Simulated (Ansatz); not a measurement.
This script for Ansatz's Python interface starts 2 runs on FGeH3N, SMILES [NH2][GeH][F]. What input does the engine get in each?

Script `basis.py`:
```python
# -*- coding: utf-8 -*-
"""How the energy of FGeH3N converges with the basis."""

import ansatz as az
from ase import Atoms

atoms = Atoms(["N", "Ge", "F", "H", "H", "H"], positions=[
    (-0.8263, -0.0159, -0.6384),
    (0.1678, -0.308, 0.8553),
    (1.0714, -1.7704, 0.593),
    (-1.2925, 0.945, -0.4827),
    (-0.2133, 0.1832, -1.4616),
    (1.135, 0.9022, 1.0881),
])
system = az.Crystal.molecule_from_ase(atoms)

base = system.calculation()
base = base.functional("B3LYP")
base = base.spin("collinear", total=1)

energies = {}
for basis in ["cc-pVDZ", "cc-pVTZ"]:
    rep = base.basis(gaussian=basis).run(threads=1).report
    size = rep["n_frozen"] + rep["n_occupied"][0] + rep["n_virtual"][0]
    energies[basis] = (rep["reference_energy_ev"] / 27.211386246, rep["free_energy_ev"] / 27.211386246)
    print(f"{basis:14s} {size:4d} orbitals  reference {energies[basis][0]:14.6f} Ha  total {energies[basis][1]:14.6f} Ha")

last = energies["cc-pVTZ"][1]
for basis, (_, total) in energies.items():
    print(f"{basis:14s} lies {27.211386 * (total - last):9.4f} eV above cc-pVTZ")
```

Run 1:
```yaml
crystal:
  periodic: [false, false, false]
  atoms:
    - { symbol: "N", position_ang: [-0.8263, -0.0159, -0.6384] }
    - { symbol: Ge, position_ang: [0.1678, -0.308, 0.8553] }
    - { symbol: F, position_ang: [1.0714, -1.7704, 0.593] }
    - { symbol: H, position_ang: [-1.2925, 0.945, -0.4827] }
    - { symbol: H, position_ang: [-0.2133, 0.1832, -1.4616] }
    - { symbol: H, position_ang: [1.135, 0.9022, 1.0881] }
basis:
  gaussian:
    orbitals: cc-pVDZ
hamiltonian:
  xc: b3lyp
magnetization:
  spin_polarized: true
  initial_magnetization: 1.0
```

Run 2, against run 1:
```diff
-    orbitals: cc-pVDZ
+    orbitals: cc-pVTZ
```

```console
$ python basis.py
cc-pVDZ          70 orbitals  reference   -2233.409577 Ha  total   -2233.409577 Ha
cc-pVTZ         145 orbitals  reference   -2233.550086 Ha  total   -2233.550086 Ha
cc-pVDZ        lies    3.8234 eV above cc-pVTZ
cc-pVTZ        lies    0.0000 eV above cc-pVTZ
```

Against cc-pVDZ: cc-pVTZ -140.5 mHa. The last step alone is -140.51 mHa. From the first set to the last the time grows from 2.2 to 4.6 s.

Caveats:
- The drop along the ladder measures the basis error, and is no property of the molecule.
- The geometry is a force-field or estimated start, not a minimum of this method, and the last set is no limit. Much of the fall in a total is atomic energy, which cancels in bond and reaction energies.
- The species is open-shell (spin multiplicity 2).
- b3lyp holds the VWN-RPA fit, as in Gaussian; the form of ORCA and Turbomole is b3lyp5.
- The whole script took 9 s on 1 thread of Intel(R) Xeon(R) Processor @ 2.30GHz (shared host), peak memory 0.46 GiB.
